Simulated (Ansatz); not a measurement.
**TaAl3N4: what a guessed cell relaxes into**

The task: take a trial cell of TaAl3N4 to zero force and stress, then test the end with a random kick.

Computed with Ansatz 0.2.0 (DFT PBE, scalar-relativistic, plane waves, PAW, unless a step's input says otherwise).

## (1) The system as given

The structure is cubic, space group Pm-3m (No. 221). The conventional cell has a = 4.714 Å, b = 4.714 Å, c = 4.714 Å, α = 90.00°, β = 90.00°, γ = 90.00°. Ta (site symmetry m-3m) has 6 N at 2.36 Å as nearest neighbours. Al (site symmetry 4/mmm) is surrounded by 6 N at 2.36 Å. Around N (site symmetry 4/mmm) lie 2 Ta at 2.36 Å and 4 Al at 2.36 Å. N (site symmetry m-3m) has 6 Al at 2.36 Å as nearest neighbours.

As a file:

```
CELL_PARAMETERS angstrom
4.71405 0.00000 0.00000
0.00000 4.71405 0.00000
0.00000 0.00000 4.71405
ATOMIC_POSITIONS crystal
Ta 0.50000 0.50000 0.50000
Al 0.00000 0.50000 0.00000
Al 0.00000 0.00000 0.50000
Al 0.50000 0.00000 0.00000
N 0.50000 0.00000 0.50000
N 0.00000 0.00000 0.00000
N 0.50000 0.50000 0.00000
N 0.00000 0.50000 0.50000
```

The start is an ordering of an alloy on its end members' structure types: elements ordered on the sites of the TaN type, Ta/Al on Ta (Pm-3m, No. 221).

## (2) Probe: one point on a coarse mesh

File input.yaml:

```yaml
crystal:
  lattice:
    - [4.71404674, 0.0, 0.0]
    - [0.0, 4.71404674, 0.0]
    - [0.0, 0.0, 4.71404674]
  atoms:
    - { symbol: Ta, position: [0.5, 0.5, 0.5] }
    - { symbol: Al, position: [0.0, 0.5, 0.0] }
    - { symbol: Al, position: [0.0, 0.0, 0.5] }
    - { symbol: Al, position: [0.5, 0.0, 0.0] }
    - { symbol: "N", position: [0.5, 0.0, 0.5] }
    - { symbol: "N", position: [0.0, 0.0, 0.0] }
    - { symbol: "N", position: [0.5, 0.5, 0.0] }
    - { symbol: "N", position: [0.0, 0.5, 0.5] }
basis:
  ecutwfc: 420
kpoints:
  mp_grid: { grid: [4, 4, 4] }
hamiltonian:
  xc: pbe
scf:
  occupations: { method: gaussian, width: 0.1 }
  lower_state_search: "off"
output:
  forces: true
  stress: true
  eigenvalues: true
```

Run with:

```bash
> ansatz run input.yaml --threads 1 --pin off --max-ram 2560MiB --backend cpu --events-out ev --progress --plain --runs-dir out
```

The session goes on with these runs: spin check on a coarse mesh; coarse relaxation; relaxation on the finer mesh; kick test: the unmoved cell on a coarse mesh; kicked and relaxed without symmetry.

Q: Predict the outcome of this session. Wanted: conventional cell; volume; energy over the elements; gap on the mesh.

**Answer**, as computed:

```
                                                              quantity                                                                      value
                                symmetry at the end (tolerance 0.05 Å)                                                space group Pm-3m (No. 221)
                                                     conventional cell  a = 4.218 Å, b = 4.218 Å, c = 4.218 Å, α = 90.00°, β = 90.00°, γ = 90.00°
                                                                volume                                                               9.38 Å³/atom
energy over the elements (uncorrected; H, N, O, F and Cl as molecules)                                                              -0.83 eV/atom
                                                       gap on the mesh                                                               none (metal)
```

In words: The space group Pm-3m (No. 221) is kept, and the volume per atom shrinks by 28.4 % from the first guess. A negative formation energy is needed for stability but isn't enough; other structures and compounds were not set against it here. It survived the kick, though modes of other wave vectors, which need another repeat, weren't probed. The runs treat Ta without spin-orbit coupling. Other magnetic orders were not searched.
